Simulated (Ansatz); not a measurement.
# K+ with AlCl₃: superposition error and deformation

How much of this pair's binding is borrowed basis, and how much do the fragments pay to take the shapes they have in the pair?

Method: PBE0-D4 structures, single points in def2-TZVPPD; program: Ansatz 0.2.0, Gaussian basis.

Levels: PBE-D4, revPBE-D4, BLYP-D4, r2SCAN-D4, B97M-V, PBE0-D4, B3LYP-D4, HSE06-D4, wB97X-V, wB97M-V, B2PLYP, Hartree-Fock, MP2, CCSD, CCSD(T).

Cores are frozen in the correlated methods. The outer core shell of Li, Na, Mg and K is correlated. B3LYP uses VWN-RPA correlation. B2PLYP carries no dispersion term here.

129 further runs of the same task are left out: 129 set aside as unsound or not needed. Runs told in other sessions of the task aren't counted.

**1. Where the work starts**

The relaxed pair: 5 atoms, charge 1, spin multiplicity 1.

Atoms are counted from 1 here; the program's logs count them from 0.

Bond lengths: K1–Cl2 3.249 Å, K1–Cl5 3.249 Å, Cl2–Al3 2.095 Å, Al3–Cl4 2.036 Å, Al3–Cl5 2.095 Å. Angles: Cl2–K1–Cl5 64.0°, K1–Cl2–Al3 92.7°, Cl2–Al3–Cl4 124.7°, Cl2–Al3–Cl5 110.6°, Cl4–Al3–Cl5 124.7°, K1–Cl5–Al3 92.7°.

Coordinates:

```
K     0.45632    1.05621   -2.86511
Cl    0.77938    1.53662    0.33148
Al   -0.12706   -0.29384    0.79723
Cl   -0.42405   -0.99211    2.68622
Cl   -0.68449   -1.30688   -0.94981
```

Atoms 1 to 1 are fragment A (K+), the rest fragment B (AlCl₃). From earlier runs, pair energy (eV) and counterpoise interaction (meV):

| method | E(pair) | interaction |
| --- | --- | --- |
| PBE-D4 | -60467.65130 | -544 |
| revPBE-D4 | -60481.64466 | -495 |
| BLYP-D4 | -60492.65188 | -527 |
| r2SCAN-D4 | -60488.63873 | -521 |
| B97M-V | -60477.26238 | -529 |
| PBE0-D4 | -60472.67469 | -534 |
| B3LYP-D4 | -60494.89919 | -537 |
| HSE06-D4 | -60471.66274 | -535 |
| wB97X-V | -60483.77249 | -532 |
| wB97M-V | -60489.92460 | -538 |
| B2PLYP | -60474.98353 | -488 |
| Hartree-Fock | -60401.47201 | -414 |
| MP2 | -60422.86562 | -496 |
| CCSD(T) | -60425.31900 | -482 |

First each fragment is run alone in its own basis, frozen in the shape it has in the pair (a, b).

**2. wB97X-V/def2-TZVPPD**

Contents of a/in.yaml:

```yaml
crystal:
  periodic: [false, false, false]
  atoms:
    - {symbol: K, position_ang: [0.456321, 1.056214, -2.865115]}
basis:
  gaussian: {orbitals: "def2-TZVPPD.json"}
total_charge: 1
hamiltonian: {xc: {name: wB97X-V}}
```

Contents of b/in.yaml:

```yaml
crystal:
  periodic: [false, false, false]
  atoms:
    - {symbol: Cl, position_ang: [0.779377, 1.536625, 0.331481]}
    - {symbol: Al, position_ang: [-0.127061, -0.293843, 0.797232]}
    - {symbol: Cl, position_ang: [-0.424051, -0.992115, 2.686217]}
    - {symbol: Cl, position_ang: [-0.684486, -1.306882, -0.949814]}
basis:
  gaussian: {orbitals: "def2-TZVPPD.json"}
hamiltonian: {xc: {name: wB97X-V}}
```

The basis file named in the input lies beside it (Basis Set Exchange, JSON).

Each run has its own folder and the same command.

On the command line:

```bash
$ ansatz run in.yaml --threads 4 --pin off --events-out ev --progress --plain --max-ram 9574MiB
```

a printed:

```text
Functional definition: wB97X-V
  name "wB97X-V"
  cite "Mardirossian & Head-Gordon, Phys. Chem. Chem. Phys. 16, 9904 (2014) doi:10.1039/C3CP54374A"
  cite "Becke, J. Chem. Phys. 107, 8554 (1997) doi:10.1063/1.475007"
  cite "Vydrov & Van Voorhis, J. Chem. Phys. 133, 244103 (2010) doi:10.1063/1.3521275"
  parameter omega = 0.3/bohr
  parameter cx = 0.167
  parameter cx1 = 0.603
  parameter cx2 = 1.194
  parameter css0 = 0.556
  parameter css1 = -0.257
  parameter cos0 = 1.219
  parameter cos1 = -1.850
  parameter b = 6.0
  parameter c = 0.01
  exchange = spin_sum(e_x_unif_sr(omega)*poly(b97_u_x, 1 - cx, cx1, cx2)) + cx*exact_x_sr(omega) + exact_x_lr(omega)
  correlation = spin_sum(e_c_pw_same_spin*poly(b97_u_same, css0, css1))
      + integral(e_c_pw_opposite_spin*poly(b97_u_opposite, cos0, cos1)) + vv10(b, c)
294 factors; their error is unknown
80 factors; integrals over basis functions are off by at most 9.2e-5 eV
mean field evaluation 1: about -16317.7546 eV, gradient 5.6e-1 eV
mean field evaluation 2: about -16317.7547 eV, gradient 5.6e-1 eV
mean field evaluation 4: about -16317.7553 eV, gradient 1.1e-2 eV
mean field evaluation 8: about -16317.8030 eV, gradient 1.8e-4 eV
mean field -16317.80298627 eV, -599.6681991414 hartree, gradient 7.1e-6 eV, S^2 0.000000; 0 other end points of the search recorded, 0 dependent functions left out
reference -16317.80298498 eV, -599.6681990939 hartree; 9, 9 occupied and 27, 27 virtual orbitals, 294 factors
Total energy: -16317.80298498 eV, -599.6681990939 hartree
```

Log of b (excerpt; [...] marks lines left out):

```text
[... 5 set-up lines as earlier in the session ...]
[...]
      + integral(e_c_pw_opposite_spin*poly(b97_u_opposite, cos0, cos1)) + vv10(b, c)
1289 factors; their error is unknown
251 factors; integrals over basis functions are off by at most 3.5e-5 eV
[...]
mean field -44165.42871636 eV, -1623.0495689234 hartree, gradient 5.2e-5 eV, S^2 0.000000; 0 other end points of the search recorded, 0 dependent functions left out
reference -44165.42871307 eV, -1623.0495688025 hartree; 32, 32 occupied and 169, 169 virtual orbitals, 1289 factors
Total energy: -44165.42871307 eV, -1623.0495688025 hartree
```

Wall times: 0.6 s (a), 5.5 s (b) on 4 threads of Arm Neoverse V2, shared host; peak memory 0.54 GiB.

**3. wB97M-V/def2-TZVPPD**

Each input of step 2 (a, b) changes in the same lines:

```diff
-hamiltonian: {xc: {name: wB97X-V}}
+hamiltonian: {xc: {name: wB97M-V}}
```

One command serves all of them, each in its own folder.

On the command line:

```bash
$ ansatz run in.yaml --threads 4 --pin off --events-out ev --progress --plain --max-ram 9574MiB
```

a printed (excerpt; [...] marks lines left out):

```text
Functional definition: wB97M-V
  name "wB97M-V"
  cite "Mardirossian & Head-Gordon, J. Chem. Phys. 144, 214110 (2016) doi:10.1063/1.4952647"
[... 2 set-up lines as earlier in the session ...]
  # Of w^i u^j: cxij and so on, Table III.
[...]
  gx(w, u) = 1 - cx + cx01*u + cx10*w
  gss(w, u) = css00 + css04*u^4 + css10*w + css20*w^2 + css43*w^4*u^3
  gos(w, u) = cos00 + cos10*w + (cos20 + cos21*u)*w^2 + (cos60 + cos61*u)*w^6
[...]
      + integral(e_c_pw_mod_opposite_spin*gos(b97_w_opposite, b97_u_opposite)) + vv10(b, c)
294 factors; their error is unknown
80 factors; integrals over basis functions are off by at most 9.2e-5 eV
[...]
mean field -16319.33110416 eV, -599.7243564378 hartree, gradient 8.1e-6 eV, S^2 0.000000; 0 other end points of the search recorded, 0 dependent functions left out
reference -16319.33114010 eV, -599.7243577587 hartree; 9, 9 occupied and 27, 27 virtual orbitals, 294 factors
Total energy: -16319.33114010 eV, -599.7243577587 hartree
```

Log of b (excerpt; [...] marks lines left out):

```text
[... 5 set-up lines as earlier in the session ...]
  # Of w^i u^j: cxij and so on, Table III.
[...]
  gx(w, u) = 1 - cx + cx01*u + cx10*w
  gss(w, u) = css00 + css04*u^4 + css10*w + css20*w^2 + css43*w^4*u^3
  gos(w, u) = cos00 + cos10*w + (cos20 + cos21*u)*w^2 + (cos60 + cos61*u)*w^6
[...]
      + integral(e_c_pw_mod_opposite_spin*gos(b97_w_opposite, b97_u_opposite)) + vv10(b, c)
1282 factors; their error is unknown
251 factors; integrals over basis functions are off by at most 3.5e-5 eV
[...]
mean field -44170.04846166 eV, -1623.2193414318 hartree, gradient 4.3e-5 eV, S^2 0.000000; 0 other end points of the search recorded, 0 dependent functions left out
reference -44170.04854594 eV, -1623.2193445289 hartree; 32, 32 occupied and 169, 169 virtual orbitals, 1282 factors
Total energy: -44170.04854594 eV, -1623.2193445289 hartree
```

Times: 0.7 s (a), 6.5 s (b) on 4 threads of Arm Neoverse V2, shared host; peak memory 0.56 GiB.

**4. B2PLYP/def2-TZVPPD**

The same edit goes into each in.yaml of step 3 (a, b):

```diff
-hamiltonian: {xc: {name: wB97M-V}}
+hamiltonian: {xc: {name: B2PLYP}}
```

One command serves all of them, each in its own folder.

On the command line:

```bash
$ ansatz run in.yaml --threads 4 --pin off --events-out ev --progress --plain --max-ram 9574MiB
```

Output in a (excerpt; [...] marks lines left out):

```text
Functional definition: B2PLYP
  name "B2PLYP"
  cite "Grimme, J. Chem. Phys. 124, 034108 (2006) doi:10.1063/1.2148954"
  cite "Becke, Phys. Rev. A 38, 3098 (1988) doi:10.1103/PhysRevA.38.3098"
  cite "Lee, Yang & Parr, Phys. Rev. B 37, 785 (1988) doi:10.1103/PhysRevB.37.785"
[...]
206 factors; integrals over basis functions are off by at most 1.5e-4 eV
[...]
mean field -16314.67160316 eV, -599.5531229344 hartree, gradient 5.3e-6 eV, S^2 0.000000; 0 other end points of the search recorded, 0 dependent functions left out
5 core orbitals not correlated: weight in the atoms' cores, before any rotation towards them, 1.000 or more for the frozen orbitals, at most 0.000 for the correlated occupied ones
reference -16314.67168109 eV, -599.5531257983 hartree; 4, 4 occupied and 27, 27 virtual orbitals, 206 factors
second order -4.82704404 eV of doubles, -0.00000000 eV of singles
Total energy: -16315.97498298 eV, -599.6010212594 hartree
```

Log of b (excerpt; [...] marks lines left out):

```text
[... 5 set-up lines as earlier in the session ...]
[...]
1170 factors; integrals over basis functions are off by at most 8.6e-4 eV
[...]
mean field -44152.85228628 eV, -1622.5873936425 hartree, gradient 2.6e-6 eV, S^2 0.000000; 0 other end points of the search recorded, 0 dependent functions left out
20 core orbitals not correlated: weight in the atoms' cores, before any rotation towards them, 1.000 or more for the frozen orbitals, at most 0.000 for the correlated occupied ones
reference -44152.85247009 eV, -1622.5874003974 hartree; 12, 12 occupied and 169, 169 virtual orbitals, 1170 factors
second order -20.92752344 eV of doubles, -0.00000000 eV of singles
Total energy: -44158.50290142 eV, -1622.7950499188 hartree
```

They took 0.25 s (a), 3.7 s (b) on 4 threads of Arm Neoverse V2, shared host.

**5. B97M-V/def2-TZVPPD**

Each input of step 4 (a, b) changes in the same lines:

```diff
-hamiltonian: {xc: {name: B2PLYP}}
+hamiltonian: {xc: {name: B97M-V}}
```

Each run has its own folder and the same command.

On the command line:

```bash
$ ansatz run in.yaml --threads 4 --pin off --events-out ev --progress --plain --max-ram 9574MiB
```

Log of a (excerpt; [...] marks lines left out):

```text
Functional definition: B97M-V
  name "B97M-V"
  cite "Mardirossian & Head-Gordon, J. Chem. Phys. 142, 074111 (2015) doi:10.1063/1.4907719"
[... 2 set-up lines as earlier in the session ...]
  # Of w^i u^j: cxij and so on, Table III.
[...]
  gx(w, u) = cx00 + cx01*u + cx02*u^2 + (cx10 + cx11*u)*w
  gss(w, u) = css00 + css02*u^2 + css10*w + (css32*w^3 + css42*w^4)*u^2
  gos(w, u) = cos00 + cos01*u + cos03*u^3 + cos10*w + cos32*w^3*u^2
[...]
      + integral(e_c_pw_mod_opposite_spin*gos(b97_w_opposite, b97_u_opposite)) + vv10(b, c)
286 factors; their error is unknown
[...]
mean field -16315.86215186 eV, -599.5968747921 hartree, gradient 7.4e-6 eV, S^2 0.000000; 0 other end points of the search recorded, 0 dependent functions left out
reference -16315.86217914 eV, -599.5968757948 hartree; 9, 9 occupied and 27, 27 virtual orbitals, 286 factors
Total energy: -16315.86217914 eV, -599.5968757948 hartree
```

b printed (excerpt; [...] marks lines left out):

```text
[... 5 set-up lines as earlier in the session ...]
  # Of w^i u^j: cxij and so on, Table III.
[...]
  gx(w, u) = cx00 + cx01*u + cx02*u^2 + (cx10 + cx11*u)*w
  gss(w, u) = css00 + css02*u^2 + css10*w + (css32*w^3 + css42*w^4)*u^2
  gos(w, u) = cos00 + cos01*u + cos03*u^3 + cos10*w + cos32*w^3*u^2
[...]
      + integral(e_c_pw_mod_opposite_spin*gos(b97_w_opposite, b97_u_opposite)) + vv10(b, c)
1273 factors; their error is unknown
[...]
mean field -44160.86378816 eV, -1622.8818109063 hartree, gradient 4.8e-5 eV, S^2 0.000000; 0 other end points of the search recorded, 0 dependent functions left out
reference -44160.86388807 eV, -1622.8818145778 hartree; 32, 32 occupied and 169, 169 virtual orbitals, 1273 factors
Total energy: -44160.86388807 eV, -1622.8818145778 hartree
```

Wall times: 0.55 s (a), 4.9 s (b) on 4 threads of Arm Neoverse V2, shared host.

**6. CCSD(T)/def2-TZVPPD**

The same edit goes into each in.yaml of step 5 (a, b):

```diff
-hamiltonian: {xc: {name: B97M-V}}
+correlation: {method: ccsd_t}
```

The same command starts each run, in its folder.

On the command line:

```bash
$ ansatz run in.yaml --threads 4 --pin off --events-out ev --progress --plain --max-ram 9574MiB
```

Log of a (excerpt; [...] marks lines left out):

```text
Functional definition: HF
  name "HF"
  cite "Fock, Z. Phys. 61, 126 (1930) doi:10.1007/BF01340294"
  parent pbe
[...]
206 factors; integrals over basis functions are off by at most 1.5e-4 eV
[...]
mean field -16299.78475555 eV, -599.0060413757 hartree, gradient 2.4e-6 eV, S^2 0.000000; 0 other end points of the search recorded, 0 dependent functions left out
5 core orbitals not correlated: weight in the atoms' cores, before any rotation towards them, 1.000 or more for the frozen orbitals, at most 0.000 for the correlated occupied ones
reference -16299.78475555 eV, -599.0060413757 hartree; 4, 4 occupied and 27, 27 virtual orbitals, 206 factors
second order -4.10192687 eV of doubles, -0.00000000 eV of singles
cycle   1  -4.37575722 eV  change   -2.7e-1 eV  update   1.9e-2
[...]
cycle   6  -4.41655001 eV  change   -2.1e-6 eV  update   3.3e-6
perturbative correction -0.04592391 eV, -0.0016876725 hartree
Total energy: -16304.24722947 eV, -599.1700342674 hartree
```

Log of b (excerpt; [...] marks lines left out):

```text
[... 4 set-up lines as earlier in the session ...]
[...]
1170 factors; integrals over basis functions are off by at most 8.6e-4 eV
[...]
mean field -44101.26758499 eV, -1620.6916908354 hartree, gradient 2.5e-6 eV, S^2 0.000000; 0 other end points of the search recorded, 0 dependent functions left out
20 core orbitals not correlated: weight in the atoms' cores, before any rotation towards them, 1.000 or more for the frozen orbitals, at most 0.000 for the correlated occupied ones
reference -44101.26758499 eV, -1620.6916908354 hartree; 12, 12 occupied and 169, 169 virtual orbitals, 1170 factors
second order -17.17644719 eV of doubles, -0.00000000 eV of singles
cycle   1  -18.08524302 eV  change   -9.1e-1 eV  update   7.3e-2
[...]
cycle   8  -18.47444342 eV  change   -1.9e-5 eV  update   1.8e-5
perturbative correction -0.80573400 eV, -0.0296101782 hartree
Total energy: -44120.54776240 eV, -1621.4002242869 hartree
```

Times: 0.15 s (a), 29 s (b) on 4 threads of Arm Neoverse V2, shared host; peak memory 2.1 GiB.

**7. Relaxing AlCl₃ alone**

Contents of relax-b/in.yaml:

```yaml
crystal:
  periodic: [false, false, false]
  atoms:
    - {symbol: Cl, position_ang: [0.779377, 1.536625, 0.331481]}
    - {symbol: Al, position_ang: [-0.127061, -0.293843, 0.797232]}
    - {symbol: Cl, position_ang: [-0.424051, -0.992115, 2.686217]}
    - {symbol: Cl, position_ang: [-0.684486, -1.306882, -0.949814]}
basis:
  gaussian: {orbitals: def2-TZVP}
hamiltonian: {xc: pbe0, dispersion: d4}
relax: {f_tol: 0.005, max_steps: 200}
```

On the command line:

```bash
$ ansatz run in.yaml --threads 4 --pin off --events-out ev --progress --plain --max-ram 9574MiB
```

Log (excerpt; [...] marks lines left out):

```text
Functional definition: PBE0
  name "PBE0"
  cite "Adamo & Barone, J. Chem. Phys. 110, 6158 (1999) doi:10.1063/1.478522"
  cite "Perdew, Burke & Ernzerhof, Phys. Rev. Lett. 77, 3865 (1996) doi:10.1103/PhysRevLett.77.3865"
[... 1 set-up line as earlier in the session ...]
[...]
1083 factors; their error is unknown
[...]
mean field -44156.61411967 eV, -1622.7256384697 hartree, gradient 8.1e-6 eV, S^2 0.000000; 0 other end points of the search recorded, 0 dependent functions left out
[...]
reference -44156.61414743 eV, -1622.7256394899 hartree; 32, 32 occupied and 116, 116 virtual orbitals, 1083 factors
relax step   1: F+E_penalty+E_count = -44156.73538102 eV  Δ(F+E_penalty+E_count) = +0.000e0 eV  max|allowed force component| = 1.248e0 eV/Å  Δτ_max = 0.0000 Å  (23 SCF iters, accepted)
[...]
relax step   4: F+E_penalty+E_count = -44156.79826346 eV  Δ(F+E_penalty+E_count) = -2.251e-3 eV  max|allowed force component| = 6.572e-3 eV/Å  Δτ_max = 0.0093 Å  (24 SCF iters, accepted)
[...]
relax step   5: F+E_penalty+E_count = -44156.79826826 eV  Δ(F+E_penalty+E_count) = -4.799e-6 eV  max|allowed force component| = 1.040e-3 eV/Å  Δτ_max = 0.0007 Å  (19 SCF iters, accepted)
1083 factors; their error is unknown
mean field -44156.67678194 eV, -1622.7279412657 hartree, gradient 2.0e-5 eV, S^2 0.000000; 1 other end points of the search recorded, 0 dependent functions left out
[...]
reference -44156.67680973 eV, -1622.7279422872 hartree; 32, 32 occupied and 116, 116 virtual orbitals, 1083 factors
Total energy: -44156.79829605 eV, -1622.7324068270 hartree
Atom 0 at     0.798248     1.569310     0.422677 Å, force     0.000523     0.001040     0.000017 eV/Å
Atom 1 at    -0.114058    -0.264061     0.716299 Å, force    -0.000043    -0.000098     0.000267 eV/Å
Atom 2 at    -0.416237    -0.973519     2.636005 Å, force    -0.000080    -0.000188     0.000508 eV/Å
Atom 3 at    -0.724173    -1.387945    -0.909865 Å, force    -0.000401    -0.000754    -0.000792 eV/Å
Dipole moment:    -0.000001    -0.000004     0.000009 e Å
```

Wall time 9 s (4 threads of Arm Neoverse V2, shared host).

Relaxation path:

| step | energy from step 1 (eV) | largest force component (eV/Å) |
| --- | --- | --- |
| 1 | 0.0000 | 1.2477 |
| 2 | -0.0591 | 0.3068 |
| 3 | -0.0606 | 0.1564 |
| 4 | -0.0629 | 0.0066 |
| 5 | -0.0629 | 0.0010 |

Distances of close pairs at the start and the end, largest changes first:

| bond | before (Å) | after (Å) | change (Å) |
| --- | --- | --- | --- |
| Al2–Cl3 | 2.036 | 2.069 | +0.033 |
| Cl1–Al2 | 2.095 | 2.069 | -0.026 |
| Al2–Cl4 | 2.095 | 2.069 | -0.026 |

**8. PBE-D4/def2-TZVPPD**

Contents of free-b/in.yaml:

```yaml
crystal:
  periodic: [false, false, false]
  atoms:
    - {symbol: Cl, position_ang: [0.798248, 1.569310, 0.422677]}
    - {symbol: Al, position_ang: [-0.114058, -0.264061, 0.716299]}
    - {symbol: Cl, position_ang: [-0.416237, -0.973519, 2.636005]}
    - {symbol: Cl, position_ang: [-0.724173, -1.387945, -0.909865]}
basis:
  gaussian: {orbitals: "def2-TZVPPD.json"}
hamiltonian: {xc: pbe, dispersion: d4}
```

On the command line:

```bash
$ ansatz run in.yaml --threads 4 --pin off --events-out ev --progress --plain --max-ram 9574MiB
```

Log:

```text
Functional definition: PBE
  name "PBE"
[... 2 set-up lines as earlier in the session ...]
  parameter kappa = 0.804
  parameter beta = 0.06672455060314922
  exchange = pbe_x(kappa = kappa, mu = beta*pi^2/3)
  correlation = pbe_c(beta = beta)
1273 factors; their error is unknown
mean field evaluation 1: about -44151.5380 eV, gradient 2.5e1 eV
mean field evaluation 2: about -44150.9760 eV, gradient 3.2e1 eV
mean field evaluation 4: about -44153.0364 eV, gradient 1.9e0 eV
mean field evaluation 8: about -44153.0467 eV, gradient 1.7e-2 eV
mean field evaluation 16: about -44153.0294 eV, gradient 2.0e-5 eV
mean field -44153.02939175 eV, -1622.5939021485 hartree, gradient 2.0e-5 eV, S^2 0.000000; 0 other end points of the search recorded, 0 dependent functions left out
reference -44153.02945954 eV, -1622.5939046397 hartree; 32, 32 occupied and 169, 169 virtual orbitals, 1273 factors
Total energy: -44153.16960679 eV, -1622.5990549561 hartree
```

Wall time 1.6 s (4 threads of Arm Neoverse V2, shared host).

**9. r2SCAN-D4/def2-TZVPPD**

Edit free-b/in.yaml of step 8 so:

```diff
@@ -9,2 +9,2 @@
   gaussian: {orbitals: "def2-TZVPPD.json"}
-hamiltonian: {xc: pbe, dispersion: d4}
+hamiltonian: {xc: r2scan, dispersion: d4}
```

On the command line:

```bash
$ ansatz run in.yaml --threads 4 --pin off --events-out ev --progress --plain --max-ram 9574MiB
```

Log:

```text
Functional definition: r2SCAN
  name "r2SCAN"
  cite "Furness, Kaplan, Ning, Perdew & Sun, J. Phys. Chem. Lett. 11, 8208 (2020) doi:10.1021/acs.jpclett.0c02405"
  cite "Furness, Kaplan, Ning, Perdew & Sun, J. Phys. Chem. Lett. 11, 9248 (2020) doi:10.1021/acs.jpclett.0c03077"
  parent r2scan
  parameter k0 = 0.174
  parameter k1 = 0.065
  parameter a1 = 4.9479
  exchange = r2scan_x(k0 = k0, k1 = k1, a1 = a1)
  correlation = r2scan_c
1273 factors; their error is unknown
mean field evaluation 1: about -44167.9399 eV, gradient 2.3e1 eV
mean field evaluation 2: about -44167.9810 eV, gradient 2.4e1 eV
mean field evaluation 4: about -44169.0904 eV, gradient 1.3e0 eV
mean field evaluation 8: about -44169.0759 eV, gradient 4.1e-2 eV
mean field evaluation 16: about -44169.0759 eV, gradient 2.2e-5 eV
mean field -44169.07590273 eV, -1623.1836005504 hartree, gradient 2.2e-5 eV, S^2 0.000000; 0 other end points of the search recorded, 0 dependent functions left out
reference -44169.07592850 eV, -1623.1836014974 hartree; 32, 32 occupied and 169, 169 virtual orbitals, 1273 factors
Total energy: -44169.10698286 eV, -1623.1847427242 hartree
```

It took 3.4 s on 4 threads of Arm Neoverse V2, shared host.

**10. PBE0-D4/def2-TZVPPD**

Edit free-b/in.yaml of step 9 so:

```diff
@@ -9,2 +9,3 @@
   gaussian: {orbitals: "def2-TZVPPD.json"}
-hamiltonian: {xc: r2scan, dispersion: d4}
+hamiltonian: {xc: pbe0, dispersion: d4}
+output: {orbitals: {seedname: orbitals}}
```

On the command line:

```bash
$ ansatz run in.yaml --threads 4 --pin off --events-out ev --progress --plain --max-ram 9574MiB
```

Log (excerpt; [...] marks lines left out):

```text
[... 5 set-up lines as earlier in the session ...]
  parameter a = 0.25
[... 2 set-up lines as earlier in the session ...]
  exchange = (1 - a)*pbe_x(kappa = kappa, mu = beta*pi^2/3) + a*exact_x
[... 1 set-up line as earlier in the session ...]
1313 factors; their error is unknown
mean field evaluation 1: about -44155.5986 eV, gradient 2.1e1 eV
mean field evaluation 2: about -44155.7404 eV, gradient 2.1e1 eV
mean field evaluation 4: about -44156.5860 eV, gradient 8.7e-1 eV
mean field evaluation 8: about -44156.7158 eV, gradient 6.3e-3 eV
mean field -44156.71580266 eV, -1622.7293752508 hartree, gradient 2.5e-5 eV, S^2 0.000000; 0 other end points of the search recorded, 0 dependent functions left out
reference -44156.71585484 eV, -1622.7293771685 hartree; 32, 32 occupied and 169, 169 virtual orbitals, 1313 factors
Total energy: -44156.83734116 eV, -1622.7338417082 hartree
```

It took 2.5 s on 4 threads of Arm Neoverse V2, shared host.

[end of part 1 of 2]
